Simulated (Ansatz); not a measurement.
# C₄H₁₂Se₄Si: up Jacob's ladder to CCSD(T)

The task here is to estimate one member of a computed series from the others.

Method: functionals in def2-TZVPP, the program's frozen cores in correlated methods; program: Ansatz 0.2.0, Gaussian basis.

The runs, in order: LDA (SPW92), PBE-D4, revPBE-D4, BLYP-D4, r2SCAN-D4, B97M-V, PBE0-D4, B3LYP-D4, r2SCANh-D4, r2SCAN0-D4, HSE06-D4, BHLYP-D4, CAM-B3LYP-D4, LC-ωPBE, ωB97X-V, ωB97M-V, B2PLYP, PBE-QIDH; CCSD(T)/def2-SVP; CCSD(T)/def2-TZVPP; MP2/def2-QZVPP; extrapolation to the limit; RPA on PBE.

## Structure used throughout

The geometry comes from an earlier relaxation with PBE0-D4 in a triple-zeta def2 set; it is a stationary point, not always the lowest conformer.

21 atoms, charge 0, spin multiplicity 1.

Atoms are counted from 1 here; the program's logs count them from 0.

Bond lengths: C1–Se2 1.956 Å, C1–H10 1.089 Å, C1–H11 1.088 Å, C1–H12 1.088 Å, Se2–Si3 2.271 Å, Si3–Se4 2.271 Å, Si3–Se6 2.271 Å, Si3–Se8 2.271 Å, Se4–C5 1.956 Å, C5–H13 1.088 Å, C5–H14 1.089 Å, C5–H15 1.088 Å, Se6–C7 1.956 Å, C7–H16 1.089 Å, C7–H17 1.088 Å, C7–H18 1.088 Å, Se8–C9 1.956 Å, C9–H19 1.089 Å and more. Angles: Se2–C1–H10 106.3°, Se2–C1–H11 109.7°, Se2–C1–H12 109.7°, H10–C1–H11 110.3°, H10–C1–H12 110.3°, H11–C1–H12 110.4°, C1–Se2–Si3 96.1°, Se2–Si3–Se4 112.9°, Se2–Si3–Se6 112.9°, Se2–Si3–Se8 102.8°, Se4–Si3–Se6 102.8°, Se4–Si3–Se8 112.9°, Se6–Si3–Se8 112.9°, Si3–Se4–C5 96.1°, Se4–C5–H13 109.7°, Se4–C5–H14 106.3°, Se4–C5–H15 109.7°, H13–C5–H14 110.3° and more.

Geometry (Å):

```tsv
atom	x (Å)	y (Å)	z (Å)
C1	0.50945	2.10570	-2.28440
Se2	-0.62214	0.51807	-2.12177
Si3	-0.00604	0.00046	0.00219
Se4	2.23010	-0.33412	0.21774
C5	2.35000	-1.78203	-1.09249
Se6	-0.40674	1.68354	1.47366
C7	-2.32835	1.80767	1.12785
Se8	-1.22491	-1.86557	0.43902
C9	-0.55482	-2.12926	2.25808
H10	0.33539	2.50428	-3.28227
H11	1.55388	1.82522	-2.16595
H12	0.22605	2.83682	-1.53027
H13	2.02963	-1.42145	-2.06763
H14	3.39655	-2.07974	-1.12420
H15	1.72869	-2.61661	-0.77472
H16	-2.70479	2.59867	1.77398
H17	-2.80648	0.86115	1.37083
H18	-2.49745	2.05990	0.08318
H19	-1.04874	-3.02111	2.63958
H20	0.52308	-2.27472	2.23428
H21	-0.80677	-1.26607	2.87040
```

The first run:

Contents of in.yaml:

```yaml
crystal:
  periodic: [false, false, false]
  atoms:
    - {symbol: C, position_ang: [0.509450, 2.105699, -2.284401]}
    - {symbol: Se, position_ang: [-0.622142, 0.518075, -2.121766]}
    - {symbol: Si, position_ang: [-0.006042, 0.000462, 0.002187]}
    - {symbol: Se, position_ang: [2.230101, -0.334118, 0.217744]}
    - {symbol: C, position_ang: [2.350003, -1.782031, -1.092488]}
    - {symbol: Se, position_ang: [-0.406743, 1.683537, 1.473656]}
    - {symbol: C, position_ang: [-2.328345, 1.807665, 1.127847]}
    - {symbol: Se, position_ang: [-1.224914, -1.865573, 0.439025]}
    - {symbol: C, position_ang: [-0.554820, -2.129261, 2.258082]}
    - {symbol: H, position_ang: [0.335390, 2.504282, -3.282265]}
    - {symbol: H, position_ang: [1.553877, 1.825220, -2.165950]}
    - {symbol: H, position_ang: [0.226054, 2.836821, -1.530269]}
    - {symbol: H, position_ang: [2.029632, -1.421450, -2.067628]}
    - {symbol: H, position_ang: [3.396548, -2.079744, -1.124203]}
    - {symbol: H, position_ang: [1.728693, -2.616606, -0.774722]}
    - {symbol: H, position_ang: [-2.704787, 2.598671, 1.773978]}
    - {symbol: H, position_ang: [-2.806478, 0.861150, 1.370832]}
    - {symbol: H, position_ang: [-2.497452, 2.059901, 0.083182]}
    - {symbol: H, position_ang: [-1.048739, -3.021114, 2.639584]}
    - {symbol: H, position_ang: [0.523083, -2.274722, 2.234277]}
    - {symbol: H, position_ang: [-0.806768, -1.266066, 2.870397]}
basis:
  gaussian: {orbitals: def2-TZVPP}
hamiltonian: {xc: lda}
output: {orbitals: {seedname: orbitals}}
```

On the command line:

```console
$ ansatz run in.yaml --threads 11 --pin off --events-out ev --progress --plain --max-ram 174080MiB --backend cuda --devices 0, --max-vram 75GiB
```

Among the steps run: LDA; PBE-D4 (GGA); revPBE-D4 (GGA); BLYP-D4 (GGA); r2SCAN-D4 (meta-GGA); B97M-V (meta-GGA); B3LYP-D4 (hybrid); r2SCANh-D4 (hybrid); r2SCAN0-D4 (hybrid); HSE06-D4 (hybrid); BHLYP-D4 (hybrid); CAM-B3LYP-D4 (range-separated); LC-ωPBE (range-separated); ωB97X-V (range-separated); ωB97M-V (range-separated); B2PLYP (double hybrid); PBE-QIDH (double hybrid).

One table of the session follows, with a row left open; its other results are not shown here.

| functional | HOMO (eV) | gap (eV) |
| --- | --- | --- |
| LDA (SPW92) | -5.46 | 3.54 |
| PBE-D4 | -5.29 | 3.60 |
| revPBE-D4 | ? | ? |
| BLYP-D4 | -5.12 | 3.56 |
| r2SCAN-D4 | -5.54 | 4.05 |
| B97M-V | -5.64 | 4.15 |
| PBE0-D4 | -6.39 | 5.50 |
| B3LYP-D4 | -6.16 | 5.07 |
| r2SCANh-D4 | -5.95 | 4.74 |
| r2SCAN0-D4 | -6.55 | 5.77 |
| HSE06-D4 | -6.00 | 4.74 |
| BHLYP-D4 | -7.34 | 7.34 |
| CAM-B3LYP-D4 | -7.64 | 7.75 |
| LC-ωPBE | -8.97 | 10.19 |
| ωB97X-V | -8.64 | 9.73 |
| ωB97M-V | -8.51 | 9.39 |

Q: Estimate the row for revPBE-D4 from the others.

The run gave: HOMO (eV): -5.23; gap (eV): 3.64. In the column «HOMO (eV)» it lies between PBE-D4 (-5.29) and BLYP-D4 (-5.12).

Caveats from the session: All levels share the lack of spin-orbit coupling, which lowers the free heavy atoms and so the true binding.
